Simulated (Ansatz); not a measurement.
Consider cell relaxations under several functionals of Li3Mg, space group Pm-3m (Ansatz 0.2.0, Python API).

The script reads `li3mg.vasp`:
```text
Li3Mg
1.0
   4.30344196    0.00000000    0.00000000
   0.00000000    4.30344196    0.00000000
   0.00000000    0.00000000    4.30344196
Li Mg
3 1
Direct
   0.50000000    0.50000000    0.00000000
   0.50000000    0.00000000    0.50000000
   0.00000000    0.50000000    0.50000000
   0.00000000    0.00000000    0.00000000
```

`run_lattice.py`:
```python
"""Relaxed cell of Li3Mg under several functionals."""

import warnings

import ansatz as az
from ase.io import read
import numpy as np

def edges_and_angles(cell):
    cell = np.asarray(cell)
    a, b, c = np.linalg.norm(cell, axis=1)
    cosines = cell[1] @ cell[2] / (b * c), cell[0] @ cell[2] / (a * c), cell[0] @ cell[1] / (a * b)
    return (a, b, c, *np.degrees(np.arccos(cosines)))

warnings.simplefilter("ignore", az.DeckWarning)

atoms = read("li3mg.vasp", format="vasp")
structure = az.Crystal.from_ase(atoms)

calculation = (
    structure.calculation()
    .scf(tolerance=1e-07)
    .kpoints(6, 6, 6)
    .basis(470)
    .occupations("fermi_dirac", width=0.1)
    .relax(cell=True)
)

levels = [("blyp", "d3bj"), ("lda", "none"), ("pbesol", "none")]
print("level            a       b       c    alpha   beta  gamma  V/atom  steps")
for name, dispersion in levels:
    seen = []
    run = calculation.functional(name, dispersion=dispersion).session().plan()
    outcome = run.execute(on_event=lambda e: seen.append(e) if e["event"] == "relax_step" else None)
    cell = outcome.lattice.cell_ang
    label = name if dispersion == "none" else f"{name}+{dispersion}"
    print("{:13s} {:7.4f} {:7.4f} {:7.4f} {:6.2f} {:6.2f} {:6.2f}".format(label, *edges_and_angles(cell)), f"{abs(np.linalg.det(cell)) / len(outcome.lattice.sites):7.3f} {len(seen):5d}")
```

Rank the levels of theory by the volume of the relaxed cell.

From smallest to largest: BLYP+D3BJ (16.43 Å³ an atom, -17.6 % against the start), LDA (18.85 Å³ an atom, -5.4 % against the start) and PBEsol (19.97 Å³ an atom, +0.2 % against the start). The spread is 21.6 % in volume.

The run itself:

```console
$ python run_lattice.py
level            a       b       c    alpha   beta  gamma  V/atom  steps
blyp+d3bj      4.0353  4.0353  4.0353  90.00  90.00  90.00  16.427     5
lda            4.2244  4.2244  4.2244  90.00  90.00  90.00  18.846     4
pbesol         4.3067  4.3067  4.3067  90.00  90.00  90.00  19.970     3
```

Caveats:
- Forces vanish by symmetry, so the ions can't move, and the end may be a saddle.
- BLYP and dispersion corrections can be off by several per cent in the lattices of metals, and by several GPa in the pressure at a fixed cell.
- For a metal this k-point mesh is coarse: on a finer one energies can move by several to tens of meV an atom and pressures by half a GPa or more, differences at one mesh by less.
- The program warned that this SCF threshold is loose for forces or stresses.
- The structure comes from a database of computed cells and needn't be a stable or known phase.
- The script silences the warnings on its input, which a real study should read.
- It ran for 13 s on 1 thread of Intel(R) Xeon(R) Gold 6455B (Sapphire Rapids) (shared host), peak memory 0.5 GiB.
